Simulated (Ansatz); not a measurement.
# Ta6N6Cl: the cost of one run

Computed with Ansatz 0.2.0 (DFT PBE+D3(BJ), scalar-relativistic, plane waves, PAW, unless a step's input says otherwise).

3 further runs of the same task are left out: 3 set aside as unsound or not needed.

## 1. Starting point

Symmetry: P4mm, No. 99, tetragonal system. Conventional cell: a = 3.101 Å, b = 3.101 Å, c = 20.385 Å, α = 90.00°, β = 90.00°, γ = 90.00°. Ta (site symmetry 4mm) has 5 N at 2.16 to 2.19 Å as nearest neighbours. N (site symmetry 4mm) is surrounded by 5 Ta at 2.19 to 2.26 Å. Ta (site symmetry 4mm) has 6 N at 2.20 to 2.36 Å as nearest neighbours. Around N (site symmetry 4mm) lie 6 Ta at 2.16 to 2.20 Å. Ta (site symmetry 4mm) is surrounded by 5 N at 2.16 to 2.21 Å. N (site symmetry 4mm) has 5 Ta at 2.21 to 2.36 Å as nearest neighbours.

As a file:

```
Ta N
1.0
     6.20149    0.00000    0.00000
     0.00000    6.20149    0.00000
     0.00000    0.00000   20.38512
Ta N
12 12
Cartesian
  3.1007 3.1007 8.0000
  3.1007 0.0000 8.0000
  0.0000 3.1007 8.0000
  0.0000 0.0000 8.0000
  4.6511 4.6511 10.2621
  4.6511 1.5504 10.2621
  1.5504 4.6511 10.2621
  1.5504 1.5504 10.2621
  0.0000 0.0000 12.3120
  0.0000 3.1007 12.3120
  3.1007 0.0000 12.3120
  3.1007 3.1007 12.3120
  1.5504 1.5504 8.0000
  1.5504 4.6511 8.0000
  4.6511 1.5504 8.0000
  4.6511 4.6511 8.0000
  3.1007 3.1007 10.1552
  3.1007 0.0000 10.1552
  0.0000 3.1007 10.1552
  0.0000 0.0000 10.1552
  4.6511 4.6511 12.6263
  4.6511 1.5504 12.6263
  1.5504 4.6511 12.6263
  1.5504 1.5504 12.6263
```

Miller indices refer to the conventional cell of the relaxed bulk, Fm-3m (No. 225): a = 4.385 Å, b = 4.385 Å, c = 4.385 Å, α = 90.00°, β = 90.00°, γ = 90.00°.

It is a (100) slab, 4.4 Å thick as cut, with 16 Å of vacuum, in a 2×2 surface cell; its outer planes are TaN (top) and TaN (bottom). An earlier relaxation, lower half held, gave -123815.7948 eV, work function 3.35 eV (top face), 3.83 eV (bottom face), dipole along +c 0.103 e·Å per cell.

## 2. Cl2, flat, over a hollow (nearest N) site

input.yaml reads:

```yaml
crystal:
  lattice:
    - [6.2014901218, 0.0, 0.0]
    - [0.0, 6.2014901218, 0.0]
    - [0.0, 0.0, 22.3851157186]
  atoms:
    - { symbol: Ta, position: [0.5, 0.5, 0.3573803281] }
    - { symbol: Ta, position: [0.5, 0.0, 0.3573803281] }
    - { symbol: Ta, position: [0.0, 0.5, 0.3573803281] }
    - { symbol: Ta, position: [0.0, 0.0, 0.3573803281] }
    - { symbol: "N", position: [0.25, 0.25, 0.3573803281] }
    - { symbol: "N", position: [0.25, 0.75, 0.3573803281] }
    - { symbol: "N", position: [0.75, 0.25, 0.3573803281] }
    - { symbol: "N", position: [0.75, 0.75, 0.3573803281] }
    - { symbol: Ta, position: [0.75, 0.75, 0.4584353538] }
    - { symbol: Ta, position: [0.75, 0.25, 0.4584353538] }
    - { symbol: Ta, position: [0.25, 0.75, 0.4584353538] }
    - { symbol: Ta, position: [0.25, 0.25, 0.4584353538] }
    - { symbol: "N", position: [0.5, 0.5, 0.4536583859] }
    - { symbol: "N", position: [0.5, 0.0, 0.4536583859] }
    - { symbol: "N", position: [0.0, 0.5, 0.4536583859] }
    - { symbol: "N", position: [0.0, 0.0, 0.4536583859] }
    - { symbol: Ta, position: [0.0, 0.0, 0.5500091604] }
    - { symbol: Ta, position: [0.0, 0.5, 0.5500091604] }
    - { symbol: Ta, position: [0.5, 0.0, 0.5500091604] }
    - { symbol: Ta, position: [0.5, 0.5, 0.5500091604] }
    - { symbol: "N", position: [0.75, 0.75, 0.5640474822] }
    - { symbol: "N", position: [0.75, 0.25, 0.5640474822] }
    - { symbol: "N", position: [0.25, 0.75, 0.5640474822] }
    - { symbol: "N", position: [0.25, 0.25, 0.5640474822] }
    - { symbol: Cl, position: [0.5, 0.25, 0.6962782036] }
    - { symbol: Cl, position: [0.2195041835, 0.0914595291, 0.6962782036] }
basis:
  ecutwfc: 420
kpoints:
  mp_grid: { grid: [3, 3, 1] }
hamiltonian:
  xc: pbe
  dispersion: d3bj
scf:
  occupations: { method: gaussian, width: 0.1 }
output:
  forces: true
  eigenvalues: true
  write_density: true
  write_potential: true
  elf: true
  volumetric_format: npy
relax:
  adjacent_minimum: "off"
  f_tol: 0.04
  max_steps: 100
  constraints: [{ sites: [0, 1, 2, 3, 4, 5, 6, 7] }]
efield:
  axis: 3
  dipole_correction: true
  ramp_width: 0.04
```

Run with:

```
$ ansatz run input.yaml --threads 4 --pin off --max-ram 10240MiB --backend cpu --events-out ev --progress --plain --runs-dir out
```

**Question.** How long does this run take on 4 threads of Arm Neoverse V2, shared host, and how much memory does it need?

About 11 min, with a peak of 2.5 GiB.
